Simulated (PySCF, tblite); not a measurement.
# C₂H₁₄OSi₅: geometry, infrared bands and NMR shifts, part 2 of 2

tblite 0.8.0 and PySCF 2.14.0. Atoms count from 0. Earlier steps stand in the parts before.

### Step 4. NMR shieldings: PBE0/pcSseg-1

What the job is given:

```
{"job": {"kind": "nmr", "xc": "PBE0", "basis": "pcSseg-1"}, "charge": 0, "multiplicity": 1}
C      2.755338    -1.221135     0.634836
O      1.520831    -1.086467     0.013342
Si     1.031882     0.128514    -0.977271
Si     1.084216     2.139185     0.219529
Si    -0.953184     2.264321     1.363388
Si    -2.379656     0.634766     0.476953
Si    -1.194070    -0.523940    -1.186200
C     -1.479898    -2.407357    -1.106161
H      2.716220    -2.091943     1.290597
H      2.992282    -0.333895     1.228999
H      3.548727    -1.365091    -0.103345
H      1.932206     0.126601    -2.150447
H      1.255139     3.294571    -0.671914
H      2.231756     2.271477     1.135886
H     -1.539583     3.609532     1.294218
H     -0.764507     2.073455     2.810162
H     -3.614188     1.243104    -0.040986
H     -2.882913    -0.250316     1.539435
H     -1.675050    -0.096576    -2.518210
H     -1.006458    -2.917208    -1.941379
H     -1.052207    -2.812296    -0.193289
H     -2.537291    -2.659918    -1.118993
```

With the program's defaults for keys left out, this is: GIAO PBE0/pcSseg-1 NMR shielding, non-relativistic, gas phase.

What it wrote:

```text
coarse grid: 20064 points
cycle   1  E = -1606.3491686897  dE =  4.154e-01  |g| = 7.109e-01  |ddm| = 4.194e+00
cycle   2  E = -1606.1585151413  dE =  1.907e-01  |g| = 1.201e+00  |ddm| = 2.125e+00
cycle   3  E = -1606.4463509746  dE = -2.878e-01  |g| = 1.053e-01  |ddm| = 1.639e+00
cycle   4  E = -1606.4481385777  dE = -1.788e-03  |g| = 4.966e-02  |ddm| = 1.488e-01
cycle   5  E = -1606.4487600973  dE = -6.215e-04  |g| = 8.392e-03  |ddm| = 5.630e-02
cycle   6  E = -1606.4487800762  dE = -1.998e-05  |g| = 1.938e-03  |ddm| = 1.521e-02
cycle   7  E = -1606.4487813895  dE = -1.313e-06  |g| = 2.629e-04  |ddm| = 4.047e-03
final grid: 168464 points
cycle   8  E = -1606.5020974907  dE = -2.294e-05  |g| = 9.452e-03  |ddm| = 2.330e-02
cycle   9  E = -1606.5020830659  dE =  1.442e-05  |g| = 1.290e-02  |ddm| = 1.577e-02
cycle  10  E = -1606.5021142132  dE = -3.115e-05  |g| = 1.394e-03  |ddm| = 1.022e-02
cycle  11  E = -1606.5021145962  dE = -3.830e-07  |g| = 2.532e-04  |ddm| = 1.718e-03
cycle  12  E = -1606.5021146110  dE = -1.483e-08  |g| = 5.900e-05  |ddm| = 3.490e-04
cycle  13  E = -1606.5021146119  dE = -8.686e-10  |g| = 1.916e-05  |ddm| = 9.410e-05
converged SCF energy = -1606.5021146119

GIAO shielding tensors (ppm)
atom      isotropic    diamagn.    paramagn.     s11        s22        s33       span
  0 C      131.179     241.627    -110.448    103.787    104.095    185.654     81.867
  1 O      352.522     402.729     -50.207    273.347    381.291    402.929    129.582
  2 Si     345.688     881.443    -535.755    267.399    330.635    439.029    171.630
  3 Si     486.414     882.042    -395.628    467.437    474.985    516.820     49.383
  4 Si     472.381     880.950    -408.568    450.499    464.388    502.257     51.757
  5 Si     471.688     881.519    -409.830    447.598    466.380    501.088     53.490
  6 Si     429.090     881.937    -452.847    378.035    428.079    481.155    103.119
  7 C      195.349     252.099     -56.751    189.310    195.668    201.069     11.759
  8 H       27.840      28.523      -0.683     23.045     25.382     35.094     12.050
  9 H       28.295      29.765      -1.469     23.202     27.528     34.157     10.955
 10 H       28.312      27.614       0.698     24.230     25.171     35.534     11.305
 11 H       25.738      30.188      -4.450     22.727     23.882     30.605      7.878
 12 H       28.753      30.237      -1.484     24.567     26.018     35.673     11.106
 13 H       27.947      30.307      -2.360     23.969     25.784     34.087     10.119
 14 H       28.204      29.540      -1.336     23.840     25.539     35.233     11.393
 15 H       28.073      29.851      -1.779     24.122     25.468     34.628     10.505
 16 H       28.209      29.902      -1.692     23.962     25.656     35.011     11.050
 17 H       28.287      30.372      -2.085     24.327     26.029     34.505     10.178
 18 H       27.830      30.757      -2.927     24.513     25.541     33.437      8.924
 19 H       31.213      29.789       1.424     25.725     28.232     39.681     13.956
 20 H       31.287      32.371      -1.083     26.212     30.018     37.633     11.421
 21 H       31.265      29.057       2.208     25.535     28.883     39.377     13.842
```

Wall time 3.4 min (1 thread of Intel Xeon at 2.50GHz, shared host); peak memory 1.1 GiB.

Shifts follow as δ = σ(reference) − σ, with reference shieldings (ppm) from runs at the same level and on the same kind of geometry: 1H TMS 31.72, 13C TMS 186.9, 29Si TMS 349.2, 17O H2O 336.1. The references are single molecules in the gas phase, so shifts against H2O, NH3, PH3, H3PO4 or CFCl3 are not on the usual liquid scales and can be off by tens of ppm. Atoms listed in one row are averaged.

```csv
atoms,environment,σ (ppm),δ (ppm),δ scaled to CDCl3
C0,methyl carbon bonded to O,131.2,55.7,52.5
C7,methyl carbon bonded to Si,195.3,-8.4,-10.1
H11,"hydrogen on a silicon bonded to O, 2 Si, in a 5-membered ring",25.74,5.98,–
H18,"hydrogen on a silicon bonded to C, 2 Si, in a 5-membered ring",27.83,3.89,–
H13,"hydrogen on a silicon bonded to 2 Si, in a 5-membered ring",27.95,3.77,–
H15,"hydrogen on a silicon bonded to 2 Si, in a 5-membered ring",28.07,3.64,–
"H8, H9, H10",hydrogen on a methyl carbon bonded to O,28.15,3.57,3.47
H14,"hydrogen on a silicon bonded to 2 Si, in a 5-membered ring",28.20,3.51,–
H16,"hydrogen on a silicon bonded to 2 Si, in a 5-membered ring",28.21,3.51,–
H17,"hydrogen on a silicon bonded to 2 Si, in a 5-membered ring",28.29,3.43,–
H12,"hydrogen on a silicon bonded to 2 Si, in a 5-membered ring",28.75,2.96,–
"H19, H20, H21",hydrogen on a methyl carbon bonded to Si,31.26,0.46,0.54
O1,"oxygen bonded to C, Si",352.5,-16.4,–
Si2,"silicon bonded to O, 2 Si, H, in a 5-membered ring",345.7,3.5,–
Si6,"silicon bonded to C, 2 Si, H, in a 5-membered ring",429.1,-79.9,–
Si5,"silicon bonded to 2 Si, 2 H, in a 5-membered ring",471.7,-122.5,–
Si4,"silicon bonded to 2 Si, 2 H, in a 5-membered ring",472.4,-123.2,–
Si3,"silicon bonded to 2 Si, 2 H, in a 5-membered ring",486.4,-137.3,–
```

The scaled column applies a straight-line fit of computed shieldings to shifts measured in CDCl3 (root-mean-square error 0.16 ppm for H, 1.9 ppm for C).

The run also stored atomic charges by several schemes (e):

```
atoms  Mulliken    IAO  Hirshfeld  ESP fit
   C0      0.00  -0.20      -0.04    -0.25
   O1     -0.65  -0.64      -0.23    -0.24
  Si2      0.48   0.60       0.24     0.22
  Si3     -0.04   0.09       0.13     0.05
  Si4      0.03   0.15       0.14     0.11
  Si5      0.03   0.14       0.14     0.05
  Si6      0.14   0.33       0.18     0.34
   C7     -0.58  -0.68      -0.20    -0.59
```

Mayer bond orders: C0–O1 0.91, O1–Si2 0.90, Si2–Si3 0.86, Si3–Si4 0.85, Si4–Si5 0.86, Si5–Si6 0.86, Si6–C7 0.96, Si6–Si2 0.88.

Ring of atoms Si2, Si3, Si4, Si5, Si6: NICS(0) -1.2, NICS(1) -2.1, NICS(1)zz 2.0 ppm (means of both faces).

The fields below are evaluated on a grid from the run's orbitals.

Frontier orbitals at PBE0/pcSseg-1, with the share of their density that lies nearest to each atom:

```
orbital  energy (eV)                                                      lies on
   HOMO        -7.31                  Si2, Si3 about 20 % each; O1 16 %; Si6 12 %
   LUMO        -1.44  Si2 14 %; Si3, Si6 about 10 % each; Si4, Si5 about 8 % each
```

ELF in a plane through or near 7 of the atoms.

Ten even steps from ' ' (0.00) to '@' (1.00):
```
                                                        
                                                        
                            ==%%@@%%==                  
                          ..%%@@@@@@@@--                
              ..        ..::%%@@@@@@%%..                
          --@@@@@@##--==##**....==**--                  
          %%@@@@@@@@**==@@@@....::%%**--++@@@@%%::      
          --%%@@@@@@--..**%%****@@%%::::@@@@@@@@##      
              ..--====++++::  ::**::======@@@@@@++      
          ::--..    ..::::..  ::%%%%++----==--..        
          ::++==..::**##==::====++##%%##==..            
        ==%%%%**==##--++**..::----==++::                
      ::@@@@@@@@==++%%%%**..  ==%%%%##++==--..          
        %%@@@@##  ..++**--    --++====@@@@@@@@          
          ..::                ==####**##@@@@%%          
                              ==####==......            
                                ....                    
                                                        
                                                        
                                                        
```
The map spans 12.2 Å across and 13.2 Å up, centred on the molecule. Atoms in the plane (x, y in Å): O1 (-1.4, -1.2), C7 (1.8, -2.5), H10 (-3.4, -1.7), H13 (-2.5, 2.3), H14 (1.1, 4.0), H16 (3.5, 1.6), H21 (2.8, -2.6).

log10 of the density (e/Å³) in the same plane.

Values, 10 rows by 14 columns:
```
-4.0 -4.0 -4.0 -4.0 -4.0 -4.0 -4.0 -4.0 -3.9 -4.0 -4.0 -4.0 -4.0 -4.0
-4.0 -4.0 -4.0 -4.0 -3.9 -3.4 -2.8 -2.0 -1.6 -2.2 -3.1 -4.0 -4.0 -4.0
-4.0 -4.0 -3.6 -2.6 -2.1 -1.9 -1.5 -0.5  0.2 -1.1 -2.3 -3.1 -3.9 -4.0
-4.0 -4.0 -2.7 -1.1  0.1 -0.4 -0.3  0.0 -0.3 -0.7 -0.9 -1.1 -2.3 -3.5
-4.0 -4.0 -2.9 -1.8 -1.1 -0.8 -0.7 -1.1 -0.6  0.8 -0.2 -0.4 -2.0 -3.2
-4.0 -3.4 -2.1 -0.8 -0.7 -0.1 -0.5 -0.8 -0.5 -0.4 -1.1 -2.0 -3.0 -4.0
-4.0 -3.0 -1.3  0.3 -0.3  0.4 -0.3 -1.2 -0.3 -0.2 -0.9 -1.9 -3.6 -4.0
-4.0 -3.8 -2.7 -2.1 -2.4 -2.4 -2.5 -1.5 -0.2 -0.1 -0.5 -1.6 -3.5 -4.0
-4.0 -4.0 -4.0 -4.0 -4.0 -4.0 -4.0 -2.9 -2.2 -2.2 -2.7 -3.5 -4.0 -4.0
-4.0 -4.0 -4.0 -4.0 -4.0 -4.0 -4.0 -4.0 -4.0 -4.0 -4.0 -4.0 -4.0 -4.0
```
The map spans 12.2 Å across and 13.2 Å up, centred on the molecule. Atoms in the plane (x, y in Å): O1 (-1.4, -1.2), C7 (1.8, -2.5), H10 (-3.4, -1.7), H13 (-2.5, 2.3), H14 (1.1, 4.0), H16 (3.5, 1.6), H21 (2.8, -2.6).

On the surface of density 0.002 e/bohr³ the electrostatic potential runs, from the 1st to the 99th percentile, from -0.85 V near O1 to 1.22 V near Si2.

### Step 5. Summary of results

The summary covers parts 1 to 2.

| quantity | value |
| --- | --- |
| strongest single infrared mode (GFN2-xTB) | 2184 cm⁻¹, 962 km/mol |
| zero-point energy (GFN2-xTB) | 90.2 kcal/mol |
| 13C shifts against TMS (PBE0/pcSseg-1) | 55.7, -8.4 ppm |
| 1H shifts against TMS (PBE0/pcSseg-1, means over atoms taken as alike) | 5.98, 3.89, 3.77, 3.64, 3.57, 3.51, 3.51, 3.43, 2.96, 0.46 ppm |
| 17O shifts against H2O (PBE0/pcSseg-1) | -16.4 ppm |
| 29Si shifts against TMS (PBE0/pcSseg-1) | 3.5, -79.9, -122.5, -123.2, -137.3 ppm |
| surface potential, 1st and 99th percentile | -0.85 V and 1.22 V |

What this shows: Over 281 steps the energy fell by 0.394 eV; of the close pairs, Si6–C7 changed most, 1.847 to 1.907 Å. All 60 modes are real, so the xTB geometry is a minimum. The strongest single mode, at 2184 cm⁻¹, moves mainly H12 and H14. GFN2-xTB is a fitted tight-binding method: band positions and strengths are rough. Its intensities can rank the bands wrongly. C0 (methyl carbon bonded to O) lies farthest downfield among carbon, at 55.7 ppm; pulled downfield by the heteroatom. At PBE0/pcSseg-1: The largest span, 172 ppm, is at Si2, where the paramagnetic term is -536 ppm. By nearest atom (PBE0/pcSseg-1), the HOMO sits on Si2, Si3 about 20 % each; O1 16 % and the LUMO on Si2 14 %; Si3, Si6 about 10 % each.
